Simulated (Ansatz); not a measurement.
# C2H6CuN: rigid scan of one bond length in Python

The task is a rigid scan of one bond length, for C2H6CuN. SMILES: C[N](C)[Cu].

Program: Ansatz 0.2.0, driven from Python. Level of theory: CAM-B3LYP/def2-SVP. These are calculated values, not measurements.

## Step 1: The structure

Bond lengths: C1–N2 1.423 Å, N2–C3 1.433 Å, N2–Cu4 2.093 Å, C1–H5 1.171 Å, C1–H6 1.143 Å, C1–H7 1.107 Å, C3–H8 1.090 Å, C3–H9 1.159 Å, C3–H10 1.137 Å. Angles (14 of 15 angles, heavy atoms first): C1–N2–C3 108.8°, C1–N2–Cu4 111.5°, C3–N2–Cu4 108.2°, N2–C1–H5 108.0°, N2–C1–H6 112.6°, N2–C1–H7 115.3°, N2–C3–H8 112.0°, N2–C3–H9 113.1°, N2–C3–H10 112.1°, H5–C1–H6 103.5°, H5–C1–H7 106.9°, H6–C1–H7 109.7°, H8–C3–H9 108.7°, H8–C3–H10 104.4°.

The script holds or builds the structure itself.

## Step 2: The script

File scan.py:

```python
import ansatz as az
from ase import Atoms
import numpy as np


def main() -> None:
    atoms = Atoms(["C", "N", "C", "Cu", "H", "H", "H", "H", "H", "H"], positions=[
        (-0.1241, 0.9899, -0.6132),
        (-0.2823, -0.419, -0.4889),
        (0.5854, -0.8905, 0.5492),
        (-2.2469, -0.9266, 0.0225),
        (-0.8589, 1.3648, -1.4445),
        (-0.4656, 1.5547, 0.3201),
        (0.889, 1.328, -0.9039),
        (0.5588, -1.9766, 0.6416),
        (0.3509, -0.4236, 1.584),
        (1.6768, -0.6523, 0.3361),
    ])
    mol = az.Crystal.molecule_from_ase(atoms)

    symbols = [site.symbol for site in mol.cartesian_sites]
    start = np.array([site.position_ang for site in mol.cartesian_sites])
    axis = (start[6] - start[0]) / np.linalg.norm(start[6] - start[0])
    moving = [6]
    lengths, energies = [0.974, 1.018, 1.063, 1.107, 1.151, 1.195, 1.24, 1.306], []
    for length in lengths:
        xyz = start.copy()
        xyz[moving] += (length - np.linalg.norm(start[6] - start[0])) * axis
        point = az.Crystal.molecule()
        for symbol, place in zip(symbols, xyz):
            point = point.atom(symbol, place.tolist())
        base = (
            point.calculation()
            .basis(gaussian="def2-SVP")
            .functional("CAM-B3LYP")
        )
        summary = base.run(threads=1).report
        energies.append(summary["free_energy_ev"])
        print(f"r = {length:6.3f} A  E = {energies[-1]:.5f} eV  <S^2> = {abs(summary['mean_field']['state']['spin_squared']):.3f}")

    fit = np.polynomial.Polynomial.fit(lengths, np.array(energies) - min(energies), 4).convert()
    roots = [r.real for r in fit.deriv().roots() if abs(r.imag) < 1e-9 and fit.deriv(2)(r.real) > 0]
    r_e = min(roots, key=lambda r: abs(r - lengths[int(np.argmin(energies))]))
    print(f"minimum of the fit at {r_e:.4f} A, force constant {fit.deriv(2)(r_e):.2f} eV/A^2")


if __name__ == "__main__":
    main()
```

## Step 3: Launch

Launch:

```bash
> python scan.py
```

Without the output at hand: what should come out? Wanted: range of energy; lowest point, distance.

As calculated:

| quantity | value |
| --- | --- |
| bond length at the fit's minimum | 1.1071 Å |
| runs compared | 8 |
| range of energy | 0.432 eV |
| lowest point, distance (Å) | 1.11 |

The lowest point, at 1.11, lies inside the range. The ends stand 0.369 and 0.432 eV above it. The distance scanned is the script's pair 0, 6. What to keep in mind:
- The rest of the molecule is held rigid at a force-field or estimated start geometry, and the basis set is modest; single-reference methods fail as a bond breaks.
- The orbitals are restricted, so S² is zero by construction.
